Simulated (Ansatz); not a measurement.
# CH3F2In: basis-set convergence

An exercise on one series of results from a longer session: the logs are not shown, and one member is left open.

Computed with Ansatz 0.2.0, Gaussian basis. Level: one geometry, several basis sets.

Plan: PBE0-D4/def2-SVP; ωB97M-V/def2-SVP; PBE0-D4/def2-QZVPP; ωB97M-V/def2-QZVPP; the functionals' def2-TZVPP values are taken from earlier runs.

### The relaxed structure

The geometry comes from an earlier relaxation with PBE0-D4 in a triple-zeta def2 set; it is a stationary point, not always the lowest conformer. In takes the def2 core potential; no spin-orbit term is included.

SMILES `F[CH](F)[InH2]`, 7 atoms, charge 0, spin multiplicity 1.

Atoms are counted from 1 here; the program's logs count them from 0.

Bond lengths: F1–C2 1.371 Å, C2–F3 1.371 Å, C2–In4 2.215 Å, C2–H5 1.095 Å, In4–H6 1.723 Å, In4–H7 1.718 Å. Angles: F1–C2–F3 107.0°, F1–C2–In4 109.5°, F1–C2–H5 106.7°, F3–C2–In4 109.5°, F3–C2–H5 106.6°, In4–C2–H5 117.1°, C2–In4–H6 118.8°, C2–In4–H7 116.9°, H6–In4–H7 124.3°.

Coordinates:

```xyz
7
charge 0, multiplicity 1
F     0.09127   -1.77940    0.69159
C     0.57094   -0.49663    0.62048
F     1.82452   -0.56825    0.06914
In   -0.74525    0.71180   -0.68868
H     0.70117   -0.15251    1.65231
H    -1.50463    2.11451   -0.03699
H    -0.93803    0.17048   -2.30783
```

Set-up of the first run:

The input, in.yaml:

```yaml
crystal:
  periodic: [false, false, false]
  atoms:
    - {symbol: F, position_ang: [0.091267, -1.779396, 0.691588]}
    - {symbol: C, position_ang: [0.570940, -0.496628, 0.620479]}
    - {symbol: F, position_ang: [1.824522, -0.568250, 0.069141]}
    - {symbol: In, position_ang: [-0.745252, 0.711803, -0.688685]}
    - {symbol: H, position_ang: [0.701165, -0.152507, 1.652313]}
    - {symbol: H, position_ang: [-1.504625, 2.114511, -0.036992]}
    - {symbol: H, position_ang: [-0.938026, 0.170477, -2.307834]}
basis:
  gaussian: {orbitals: def2-SVP}
hamiltonian: {xc: pbe0, dispersion: d4}
output: {orbitals: {seedname: orbitals}}
```

The run is started by

```
$ ansatz run in.yaml --threads 2 --pin off --events-out ev --progress --plain --max-ram 4352MiB
```

Among the steps run: PBE0-D4 in def2-SVP; ωB97M-V in def2-SVP; PBE0-D4 in def2-QZVPP; ωB97M-V in def2-QZVPP.

One of the session's tables, all rows but one given; the rest of the session is left out.

It belongs to the step «Density functionals: the series». 

| functional | basis | HOMO (eV) | LUMO (eV) |
| --- | --- | --- | --- |
| PBE0-D4 | def2-SVP | -7.32 | -2.02 |
| PBE0-D4 | def2-TZVPP | -7.43 | -2.08 |
| PBE0-D4 | def2-QZVPP | -7.47 | -2.10 |
| ωB97M-V | def2-SVP | ? | ? |
| ωB97M-V | def2-TZVPP | -9.65 | -0.58 |
| ωB97M-V | def2-QZVPP | -9.69 | -0.62 |

Estimate the missing values for ωB97M-V, def2-SVP.

The run gave: HOMO (eV): -9.52; LUMO (eV): -0.43. In the column «HOMO (eV)» it lies between ωB97M-V, def2-TZVPP (-9.65) and PBE0-D4, def2-QZVPP (-7.47).
